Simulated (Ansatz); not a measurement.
# As2Se: the cost of one run

Computed with Ansatz 0.2.0 (DFT PBE, scalar-relativistic, plane waves, PAW, unless a step's input says otherwise).

3 further runs of the same task are left out: 1 that didn't finish, 2 set aside as unsound or not needed.

**1. Starting point**

The structure is tetragonal, space group I4_1/amd (No. 141). Conventional cell: a = 7.080 Å, b = 7.080 Å, c = 5.279 Å, α = 90.00°, β = 90.00°, γ = 90.00°. As (site symmetry 2/m) is surrounded by 2 Se at 2.66 Å and 4 As at 2.83 Å. Se (site symmetry -4m2) has 4 As at 2.66 Å as nearest neighbours.

As a file:

```
As Se
1.0
    -3.53999    3.53999    2.63950
     3.53999   -3.53999    2.63950
     3.53999    3.53999   -2.63950
As Se
4 2
Direct
  0.87500 0.12500 0.75000
  0.37500 0.12500 0.25000
  0.87500 0.62500 0.75000
  0.87500 0.12500 0.25000
  0.50000 0.50000 0.00000
  0.25000 0.75000 0.50000
```

It goes back to an entry of the Materials Project, which need not be the stable form.

It is the result of an earlier relaxation at this level (volume 22.05 Å³/atom; gap on the mesh: none (metal)).

**2. Zero of the scan**

File input.yaml:

```yaml
crystal:
  lattice:
    - [-3.5399917821, 3.5399917821, 2.6394969443]
    - [3.5399917821, -3.5399917821, 2.6394969443]
    - [3.5399917821, 3.5399917821, -2.6394969443]
  atoms:
    - { symbol: As, position: [0.875, 0.125, 0.75] }
    - { symbol: As, position: [0.375, 0.125, 0.25] }
    - { symbol: As, position: [0.875, 0.625, 0.75] }
    - { symbol: As, position: [0.875, 0.125, 0.25] }
    - { symbol: Se, position: [0.5, 0.5, 0.0] }
    - { symbol: Se, position: [0.25, 0.75, 0.5] }
basis:
  ecutwfc: 420
kpoints:
  mp_grid: { grid: [12, 12, 12] }
hamiltonian:
  xc: pbe
scf:
  occupations: { method: gaussian, width: 0.15 }
output:
  forces: true
  stress: true
  eigenvalues: true
```

Started as:

```sh
$ ansatz run input.yaml --threads 1 --pin off --max-ram 2560MiB --backend cpu --events-out ev --progress --plain --runs-dir out
```

**Question.** How long does this run take on 1 thread of Intel Xeon Platinum 8375C at 2.90GHz (Ice Lake), shared host, and how much memory does it need?

About 60 s, with a peak of 1 GiB.
